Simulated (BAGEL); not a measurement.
# BSiNH6O (SMILES NBO[SiH3]) at B3LYP/6-31G(d) (density fitting with qzvpp-jkfit, spherical functions)

What is the energy change on altering one bond length of BSiNH6O at B3LYP/6-31G* (density fitting with qzvpp-jkfit, spherical functions)? 

The results are computed with BAGEL 1.2.2.

2 further runs of the same task are left out: 2 set aside as unsound or not needed.

**1. Starting point**

BSiNH6O: 10 atoms, total charge 0, spin state singlet. SMILES: `NBO[SiH3]`. The coordinates come from a PBE0-D4/def2-TZVP relaxation. This is one conformer, not always the lowest.

Bond lengths: N1–B2 1.395 Å, B2–O3 1.370 Å, O3–Si4 1.641 Å, N1–H5 1.003 Å, N1–H6 1.006 Å, B2–H7 1.202 Å, Si4–H8 1.485 Å, Si4–H9 1.485 Å, Si4–H10 1.487 Å. Some angles: N1–B2–O3 119.4°, B2–O3–Si4 132.6°, N1–B2–H7 119.7°, O3–B2–H7 120.9°, B2–N1–H5 122.6°, B2–N1–H6 122.7°, O3–Si4–H8 108.9°, O3–Si4–H9 108.9°, O3–Si4–H10 110.8°, H5–N1–H6 114.7°.

**2. A single-point energy at B3LYP/6-31G(d) (density fitting with qzvpp-jkfit, spherical functions)**

Input file calc.json:

```json
{ "bagel" : [

{
  "title" : "molecule",
  "basis" : "6-31gs.json",
  "df_basis" : "qzvpp-jkfit",
  "angstrom" : "true",
  "geometry" : [
    { "atom" : "N", "xyz" : [   -1.386100,    1.603800,   -0.346500 ] },
    { "atom" : "B", "xyz" : [   -0.205000,    0.862600,   -0.300600 ] },
    { "atom" : "O", "xyz" : [   -0.228700,   -0.407700,    0.212700 ] },
    { "atom" : "Si", "xyz" : [    0.936300,   -1.545100,    0.418500 ] },
    { "atom" : "H", "xyz" : [   -1.425000,    2.537300,   -0.712000 ] },
    { "atom" : "H", "xyz" : [   -2.265800,    1.244400,   -0.015900 ] },
    { "atom" : "H", "xyz" : [    0.817400,    1.344200,   -0.710600 ] },
    { "atom" : "H", "xyz" : [    1.027100,   -1.884200,    1.861000 ] },
    { "atom" : "H", "xyz" : [    0.560400,   -2.761900,   -0.344400 ] },
    { "atom" : "H", "xyz" : [    2.252600,   -1.044600,   -0.059300 ] }
  ]
},
{ "title" : "ks", "xc_func" : "b3lyp" },
{ "title" : "print", "file" : "orbitals.molden", "orbitals" : "true" }

]}
```

The basis set 6-31G* is read from a file made from the Basis Set Exchange's data (not shown).

Started as:

```bash
$ BAGEL_NUM_THREADS=1 BAGEL calc.json > calc.out
```

The log of the run:

```text
* using 1 threads per process

  ===============================================================
  ===============================================================

  *** Geometry ***

  { "atom" : "N", "xyz" : [     -2.619349,      3.030743,     -0.654790 ] },
  { "atom" : "B", "xyz" : [     -0.387394,      1.630078,     -0.568052 ] },
  { "atom" : "O", "xyz" : [     -0.432180,     -0.770441,      0.401945 ] },
  { "atom" : "Si", "xyz" : [      1.769351,     -2.919816,      0.790850 ] },
  { "atom" : "H", "xyz" : [     -2.692860,      4.794802,     -1.345485 ] },
  { "atom" : "H", "xyz" : [     -4.281741,      2.351575,     -0.030047 ] },
  { "atom" : "H", "xyz" : [      1.544662,      2.540170,     -1.342839 ] },
  { "atom" : "H", "xyz" : [      1.940938,     -3.560622,      3.516780 ] },
  { "atom" : "H", "xyz" : [      1.059003,     -5.219235,     -0.650822 ] },
  { "atom" : "H", "xyz" : [      4.256797,     -1.974008,     -0.112061 ] },

  Number of auxiliary basis functions:      465

  Since a DF basis is specified, we compute 2- and 3-index integrals:
    o Being stored without compression. Storage requirement is 0.019 GB

  Number of basis functions:       72
  Number of electrons      :       40

    * METHOD: MOLECULE                             0.18

  *** Kohn-Sham DFT ***

    * Removing 17720 points whose weight is below 1.00e-10
    * Grid points: 131340

  === Nuclear Repulsion ===
   154.8060623085

       - DIIS with orbital gradients will be used.

  === KS iteration (b3lyp / 6-31gs.json) ===
      0       -416.45000655          0.16311307           0.29
      1       -413.18298226          0.13722840           0.28
      2       -387.26530005          0.24762403           0.27
      3       -425.56913462          0.19221828           0.27
      4       -430.73346747          0.17365838           0.27
      5       -431.69995124          0.16908872           0.27
      6       -432.32514450          0.16885865           0.27
      7       -368.47868337          0.22071174           0.27
      8       -424.39240320          0.12153190           0.27
      9       -433.07963294          0.11649070           0.27
     10       -447.56981234          0.03821160           0.27
     11       -447.95068320          0.01567676           0.27
     12       -448.01079370          0.01043725           0.27
     13       -448.02856828          0.00687153           0.27
     14       -448.04577263          0.00134127           0.27
     15       -448.04657282          0.00039837           0.27
     16       -448.04662871          0.00003701           0.27
     17       -448.04662913          0.00001806           0.27
     18       -448.04662925          0.00000548           0.28
     19       -448.04662926          0.00000323           0.27
     20       -448.04662926          0.00000049           0.28
     21       -448.04662926          0.00000022           0.27
     22       -448.04662926          0.00000003           0.28
     23       -448.04662926          0.00000001           0.27
    * SCF iteration converged.

    * Permanent dipole moment:
           (    0.380318,    -0.361568,     0.064369) a.u.

    * METHOD: KS                                   7.14

    * METHOD: PRINT                                0.01

  ===============================================================
```

It took 7.5 s on 1 thread of Arm Neoverse V2, shared host; peak memory 0.45 GiB.

**3. The distorted shape, same level**

Input file input.json:

```json
{ "bagel": [

{
  "title": "molecule",
  "basis": "6-31gs.json",
  "df_basis": "qzvpp-jkfit",
  "angstrom": "true",
  "geometry": [
    { "atom": "N", "xyz": [      -1.539497,       1.531543,      -0.284985 ] },
    { "atom": "B", "xyz": [      -0.358397,       0.790343,      -0.239085 ] },
    { "atom": "O", "xyz": [      -0.382097,      -0.479957,       0.274215 ] },
    { "atom": "Si", "xyz": [       0.782903,      -1.617357,       0.480015 ] },
    { "atom": "H", "xyz": [      -1.578397,       2.465043,      -0.650485 ] },
    { "atom": "H", "xyz": [      -2.419197,       1.172143,       0.045615 ] },
    { "atom": "H", "xyz": [       0.817400,       1.344200,      -0.710600 ] },
    { "atom": "H", "xyz": [       0.873703,      -1.956457,       1.922515 ] },
    { "atom": "H", "xyz": [       0.407003,      -2.834157,      -0.282885 ] },
    { "atom": "H", "xyz": [       2.099203,      -1.116857,       0.002215 ] }
  ]
},

{
  "title": "ks",
  "xc_func": "b3lyp",
  "charge": 0
},

{
  "title": "print",
  "file": "orbitals.molden",
  "orbitals": "true"
}

]}
```

The basis set 6-31G* is read from a file made from the Basis Set Exchange's data (not shown).

Started as:

```bash
$ BAGEL_NUM_THREADS=1 BAGEL input.json > input.out
```

The log of the run:

```text
* using 1 threads per process

  ===============================================================
  ===============================================================

  *** Geometry ***

  { "atom" : "N", "xyz" : [     -2.909228,      2.894197,     -0.538544 ] },
  { "atom" : "B", "xyz" : [     -0.677272,      1.493532,     -0.451805 ] },
  { "atom" : "O", "xyz" : [     -0.722059,     -0.906987,      0.518191 ] },
  { "atom" : "Si", "xyz" : [      1.479472,     -3.056362,      0.907097 ] },
  { "atom" : "H", "xyz" : [     -2.982738,      4.658256,     -1.229238 ] },
  { "atom" : "H", "xyz" : [     -4.571620,      2.215029,      0.086200 ] },
  { "atom" : "H", "xyz" : [      1.544662,      2.540170,     -1.342839 ] },
  { "atom" : "H", "xyz" : [      1.651059,     -3.697168,      3.633027 ] },
  { "atom" : "H", "xyz" : [      0.769124,     -5.355781,     -0.534575 ] },
  { "atom" : "H", "xyz" : [      3.966919,     -2.110554,      0.004186 ] },

  Number of auxiliary basis functions:      465

  Since a DF basis is specified, we compute 2- and 3-index integrals:
    o Being stored without compression. Storage requirement is 0.019 GB

  Number of basis functions:       72
  Number of electrons      :       40

    * METHOD: MOLECULE                             0.17

  *** Kohn-Sham DFT ***

    * Removing 17535 points whose weight is below 1.00e-10
    * Grid points: 131525

  === Nuclear Repulsion ===
   154.2028073001

       - DIIS with orbital gradients will be used.

  === KS iteration (b3lyp / 6-31gs.json) ===
      0       -416.41986579          0.16255528           0.30
      1       -413.73957307          0.13546176           0.28
      2       -379.78584750          0.24296449           0.28
      3       -424.11948930          0.17249279           0.28
      4       -440.04475825          0.14408588           0.28
      5       -444.59198188          0.09881852           0.28
      6       -443.26100247          0.11455065           0.28
      7       -431.46872701          0.16617822           0.28
      8       -447.99662880          0.00996880           0.28
      9       -448.03355741          0.00240626           0.28
     10       -448.03599547          0.00050750           0.28
     11       -448.03607504          0.00010428           0.28
     12       -448.03607851          0.00003401           0.28
     13       -448.03607892          0.00000445           0.28
     14       -448.03607892          0.00000094           0.28
     15       -448.03607892          0.00000042           0.28
     16       -448.03607892          0.00000016           0.28
     17       -448.03607892          0.00000004           0.28
     18       -448.03607892          0.00000001           0.27
    * SCF iteration converged.

    * Permanent dipole moment:
           (    0.470244,    -0.302158,     0.021500) a.u.

    * METHOD: KS                                   5.89

    * METHOD: PRINT                                0.01

  ===============================================================
```

Run time: 6.3 s. Hardware: 1 thread of Arm Neoverse V2, shared host; peak memory 0.45 GiB.

**4. Results**

At B3LYP/6-31G* (density fitting with qzvpp-jkfit, spherical functions):

| quantity | value |
| --- | --- |
| first shape: total energy | -448.04663 Eh |
| first shape: dipole moment | 1.34 D |
| first shape: HOMO energy | -7.28 eV |
| first shape: LUMO energy | 0.71 eV |
| first shape: HOMO–LUMO gap | 7.99 eV |
| distorted shape: total energy | -448.03608 Eh |
| distorted shape: dipole moment | 1.42 D |
| distorted shape: HOMO energy | -7.38 eV |
| distorted shape: LUMO energy | 0.69 eV |
| distorted shape: HOMO–LUMO gap | 8.06 eV |
| energy change with the B2–H7 bond stretched from 1.202 to 1.383 Å | 0.287 eV |

With the B2–H7 bond stretched from 1.202 to 1.383 Å the energy rises by 0.29 eV (6.6 kcal/mol). The first shape isn't relaxed at this level, so the change isn't measured from a minimum.
